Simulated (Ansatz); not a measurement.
# ClH5OSn: the cost of one run

Method: RKS PBE0/def2-mTZVP, in Ansatz 0.2.0.

**1. The structure to begin with**

Bond lengths: Sn1–H3 1.740 Å, Sn1–Cl4 2.408 Å, Sn1–H5 1.739 Å, Sn1–O6 2.260 Å, O6–H7 1.010 Å. Angles: H3–Sn1–Cl4 109.5°, H3–Sn1–H5 109.5°, H3–Sn1–O6 75.6°, Cl4–Sn1–H5 109.5°, Cl4–Sn1–O6 64.5°, H5–Sn1–O6 173.5°, Sn1–O6–H7 109.5°.

As a file:

```xyz
8

Sn    0.0000    0.0000    0.0000
H     0.0000    0.0000    2.0900
H     1.6408    0.0000   -0.5794
Cl   -1.1351    1.9666   -0.8025
H    -0.8195   -1.4198   -0.5794
O     0.8472    1.9703    0.7126
H     1.6383    1.7984    1.3166
H     0.4203    0.9774    1.9402
```

**2. A restrained relaxation towards end A**

Springs on the bonds that form and break draw the guess towards this end; the thresholds are loose.

Input file input.yaml:

```yaml
crystal:
  periodic: [false, false, false]
  atoms:
    - { symbol: Sn, position_ang: [0.0, 0.0, 0.0] }
    - { symbol: H, position_ang: [0.0, 0.0, 2.09] }
    - { symbol: H, position_ang: [1.6408, 0.0, -0.5794] }
    - { symbol: Cl, position_ang: [-1.1351, 1.9666, -0.8025] }
    - { symbol: H, position_ang: [-0.8195, -1.4198, -0.5794] }
    - { symbol: O, position_ang: [0.8472, 1.9703, 0.7126] }
    - { symbol: H, position_ang: [1.6383, 1.7984, 1.3166] }
    - { symbol: H, position_ang: [0.4203, 0.9774, 1.9402] }
basis:
  gaussian: { orbitals: def2-mTZVP }
hamiltonian:
  xc: pbe0
relax:
  f_tol: 0.15
  max_steps: 25
  restrain:
    - { distance: [0, 5], at: 3.16, k: 30.0 }
    - { distance: [7, 1], at: 1.86, k: 30.0 }
    - { distance: [0, 1], at: 1.74, k: 30.0 }
    - { distance: [7, 5], at: 1.01, k: 30.0 }
```

Run with:

```sh
$ ansatz run input.yaml --threads 2 --pin off --max-ram 3072MiB --backend cpu --events-out ev --progress --plain --runs-dir out
```

What time and memory should one allow on 2 threads of Arm Neoverse V2, shared host?

About 37 s, with a peak of 0.21 GiB.
